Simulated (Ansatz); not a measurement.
**C₃H₉FSn: basis-set convergence**

An exercise on one series of results from a longer session: the logs are not shown, and one member is left open.

Method: one geometry, several basis sets; program: Ansatz 0.2.0, Gaussian basis.

The runs, in order: PBE0-D4/def2-SVP; ωB97M-V/def2-SVP; PBE0-D4/def2-QZVPP; ωB97M-V/def2-QZVPP; the functionals' def2-TZVPP values are taken from earlier runs.

### Structure used throughout

All runs share one geometry, relaxed beforehand with PBE0-D4 in a triple-zeta def2 set. Sn takes the def2 core potential; no spin-orbit term is included.

SMILES `[CH3][Sn]([CH3])([CH3])[F]`, 14 atoms, charge 0, spin multiplicity 1.

Atoms are counted from 1 here; the program's logs count them from 0.

Bond lengths: C1–Sn2 2.131 Å, C1–H6 1.091 Å, C1–H7 1.090 Å, C1–H8 1.090 Å, Sn2–C3 2.132 Å, Sn2–C4 2.132 Å, Sn2–F5 1.942 Å, C3–H9 1.090 Å, C3–H10 1.091 Å, C3–H11 1.090 Å, C4–H12 1.091 Å, C4–H13 1.090 Å, C4–H14 1.090 Å. Angles: Sn2–C1–H6 110.6°, Sn2–C1–H7 109.6°, Sn2–C1–H8 109.6°, H6–C1–H7 109.0°, H6–C1–H8 109.0°, H7–C1–H8 109.0°, C1–Sn2–C3 114.6°, C1–Sn2–C4 114.6°, C1–Sn2–F5 103.7°, C3–Sn2–C4 114.6°, C3–Sn2–F5 103.7°, C4–Sn2–F5 103.7°, Sn2–C3–H9 109.6°, Sn2–C3–H10 110.6°, Sn2–C3–H11 109.6°, H9–C3–H10 109.0°, H9–C3–H11 109.0°, H10–C3–H11 109.0° and more.

As a file:

```
C    -1.6479    1.2632   -0.0042
Sn    0.1951    0.2090   -0.1927
C     1.3007    0.0245    1.6203
C     0.0793   -1.5795   -1.3464
F     1.2898    1.3881   -1.2807
H    -2.3596    0.6882    0.5902
H    -1.4722    2.2229    0.4822
H    -2.0709    1.4385   -0.9935
H     1.4315    1.0088    2.0701
H     0.7757   -0.6218    2.3255
H     2.2810   -0.4026    1.4088
H    -0.5119   -2.3343   -0.8255
H     1.0829   -1.9695   -1.5169
H    -0.3866   -1.3647   -2.3083
```

The first run:

File in.yaml:

```yaml
crystal:
  periodic: [false, false, false]
  atoms:
    - {symbol: C, position_ang: [-1.647861, 1.263236, -0.004220]}
    - {symbol: Sn, position_ang: [0.195070, 0.209029, -0.192655]}
    - {symbol: C, position_ang: [1.300671, 0.024506, 1.620333]}
    - {symbol: C, position_ang: [0.079310, -1.579455, -1.346447]}
    - {symbol: F, position_ang: [1.289811, 1.388074, -1.280733]}
    - {symbol: H, position_ang: [-2.359587, 0.688173, 0.590204]}
    - {symbol: H, position_ang: [-1.472201, 2.222857, 0.482163]}
    - {symbol: H, position_ang: [-2.070926, 1.438451, -0.993485]}
    - {symbol: H, position_ang: [1.431464, 1.008841, 2.070110]}
    - {symbol: H, position_ang: [0.775742, -0.621827, 2.325529]}
    - {symbol: H, position_ang: [2.281049, -0.402620, 1.408830]}
    - {symbol: H, position_ang: [-0.511858, -2.334275, -0.825519]}
    - {symbol: H, position_ang: [1.082883, -1.969471, -1.516913]}
    - {symbol: H, position_ang: [-0.386567, -1.364718, -2.308295]}
basis:
  gaussian: {orbitals: def2-SVP}
hamiltonian: {xc: pbe0, dispersion: d4}
output: {orbitals: {seedname: orbitals}}
```

Launch:

```sh
$ ansatz run in.yaml --threads 4 --pin off --events-out ev --progress --plain --max-ram 11315MiB
```

Among the steps run: PBE0-D4 in def2-SVP; ωB97M-V in def2-SVP; PBE0-D4 in def2-QZVPP; ωB97M-V in def2-QZVPP.

One table of the session follows, with a row left open; its other results are not shown here.

It belongs to the step «Density functionals: the series». 

| functional | basis | HOMO (eV) | LUMO (eV) |
| --- | --- | --- | --- |
| PBE0-D4 | def2-SVP | -8.02 | 0.67 |
| PBE0-D4 | def2-TZVPP | -8.09 | 0.25 |
| PBE0-D4 | def2-QZVPP | -8.10 | -0.10 |
| ωB97M-V | def2-SVP | -10.20 | 2.32 |
| ωB97M-V | def2-TZVPP | ? | ? |
| ωB97M-V | def2-QZVPP | -10.28 | 1.08 |

**Question.** Estimate the row for ωB97M-V, def2-TZVPP.

**Answer.** HOMO (eV): -10.28; LUMO (eV): 1.73.
